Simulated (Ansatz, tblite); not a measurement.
**Sn2H6: one state, many levels**

Aim: run the singlet of Sn2H6 at one geometry on many levels, and compare frontier levels, spin and run time.

Program: Ansatz 0.2.0, Gaussian basis. Level of theory: as each input shows. These are calculated values, not measurements.

The runs, in order: GFN1-xTB, GFN2-xTB, PBE-D4/def2-TZVP, r2SCAN-D4/def2-TZVP, r2SCAN0-D4/def2-TZVP, revPBE-D4/def2-TZVP, BLYP-D4/def2-TZVP, PBE-QIDH/def2-TZVP, HF/def2-TZVP, B2PLYP/def2-TZVP, LC-ωPBE/def2-TZVP, PBE+5HF/def2-TZVP, PBE+10HF/def2-TZVP, PBE+15HF/def2-TZVP, PBE+35HF/def2-TZVP, PBE+50HF/def2-TZVP, PBE-D4/def2-SVP, PBE0-D4/def2-SVP, CCSD(T)/def2-TZVPP, MP2/def2-TZVP, RPA/def2-TZVP.

2 further runs of the same task are left out: 2 set aside as unsound or not needed.

### 1 The structure

The geometry is that of the singlet, from an earlier relaxation (PBE0-D4/def2-TZVP).

8 atoms, charge 0, spin multiplicity 1.

Bond lengths: Sn1–H2 1.707 Å, Sn1–H3 1.707 Å, Sn1–H4 1.707 Å, Sn1–Sn5 2.764 Å, Sn5–H6 1.707 Å, Sn5–H7 1.707 Å, Sn5–H8 1.707 Å. Angles: H2–Sn1–H3 108.2°, H2–Sn1–H4 108.2°, H2–Sn1–Sn5 110.7°, H3–Sn1–H4 108.2°, H3–Sn1–Sn5 110.7°, H4–Sn1–Sn5 110.7°, Sn1–Sn5–H6 110.7°, Sn1–Sn5–H7 110.7°, Sn1–Sn5–H8 110.7°, H6–Sn5–H7 108.2°, H6–Sn5–H8 108.2°, H7–Sn5–H8 108.2°.

Sn takes a core potential in the def2 sets. No spin-orbit coupling is included.

PBE0-D4/def2-TZVP was run before; its log isn't repeated, and its numbers join the tables.

### 2 GFN1-xTB

Tight binding, by tblite at 300 K electronic temperature and without a spin-polarisation term:

```python
tblite.interface.Calculator('GFN1-xTB', numbers, positions, charge=0, uhf=0).singlepoint()
```

Energy -223.5144 eV, HOMO -11.52 eV, LUMO -5.79 eV; 0.006 s.

### 3 GFN2-xTB

Tight binding, by tblite at 300 K electronic temperature and without a spin-polarisation term:

```python
tblite.interface.Calculator('GFN2-xTB', numbers, positions, charge=0, uhf=0).singlepoint()
```

Energy -196.7138 eV, HOMO -11.19 eV, LUMO -6.43 eV; 0.003 s.

### 4 PBE-D4/def2-TZVP

start.molden holds the orbitals of an earlier run on this state, given as this run's starting guess.

File in.yaml:

```yaml
crystal:
  periodic: [false, false, false]
  atoms:
    - {symbol: Sn, position_ang: [-0.862169, 0.805472, -0.719507]}
    - {symbol: H, position_ang: [-2.362339, 0.950455, 0.082273]}
    - {symbol: H, position_ang: [-0.206209, 2.369741, -0.912294]}
    - {symbol: H, position_ang: [-1.146439, 0.150639, -2.270236]}
    - {symbol: Sn, position_ang: [0.862152, -0.805515, 0.719488]}
    - {symbol: H, position_ang: [2.350027, -0.978865, -0.099389]}
    - {symbol: H, position_ang: [0.191014, -2.359287, 0.942529]}
    - {symbol: H, position_ang: [1.173973, -0.132640, 2.257145]}
basis:
  gaussian: {orbitals: def2-TZVP, initial_orbitals: start.molden}
hamiltonian: {xc: pbe, dispersion: d4}
scf: {omitted_lower_state_checks: [starts]}
output: {orbitals: {seedname: orbitals}}
```

The run is started by

```bash
$ ansatz run in.yaml --threads 2 --pin off --events-out ev --progress --plain --max-ram 4352MiB
```

After this run come: r2SCAN-D4/def2-TZVP; r2SCAN0-D4/def2-TZVP; revPBE-D4/def2-TZVP; BLYP-D4/def2-TZVP; PBE-QIDH/def2-TZVP; HF/def2-TZVP; B2PLYP/def2-TZVP; LC-ωPBE/def2-TZVP; PBE+5HF/def2-TZVP; PBE+10HF/def2-TZVP; PBE+15HF/def2-TZVP; PBE+35HF/def2-TZVP; PBE+50HF/def2-TZVP; PBE-D4/def2-SVP; PBE0-D4/def2-SVP; CCSD(T)/def2-TZVPP; MP2/def2-TZVP; RPA/def2-TZVP.

Q: Predict the results of all the runs planned. Wanted: gap in def2-TZVP, named functionals and Hartree-Fock, smallest and largest; gap over the share of exact exchange; correlation energy, CCSD(T)/def2-TZVPP; correlation energy, MP2/def2-TZVP; binding an atom, CCSD(T)/def2-TZVPP; PBE0 total energy, smallest basis above largest.

As calculated:

| quantity | value |
| --- | --- |
| gap in def2-TZVP, named functionals and Hartree-Fock, smallest and largest | 5.23 eV (BLYP-D4), 11.97 eV (HF) |
| gap over the share of exact exchange | 5.36 eV at 0, 8.95 eV at 0.5 |
| correlation energy, CCSD(T)/def2-TZVPP | -19.62 eV |
| correlation energy, MP2/def2-TZVP | -17.92 eV |
| binding an atom, CCSD(T)/def2-TZVPP | 2.284 eV |
| PBE0 total energy, smallest basis above largest | 0.51 eV (def2-SVP, def2-TZVP) |

**Reading.** Over the named functionals and Hartree-Fock in def2-TZVP the gap runs from 5.23 eV (BLYP-D4) to 11.97 eV (HF); exact exchange widens it. Raising the share of exact exchange from 0 to 0.5 moves the HOMO by -2.00 eV and the LUMO by +1.58 eV. The functionals in def2-TZVP miss CCSD(T)/def2-TZVPP by -0.094 (revPBE-D4) to -0.006 eV (r2SCAN-D4) an atom. CCSD(T)/def2-TZVPP isn't at the basis-set limit; small misses against it rank nothing.
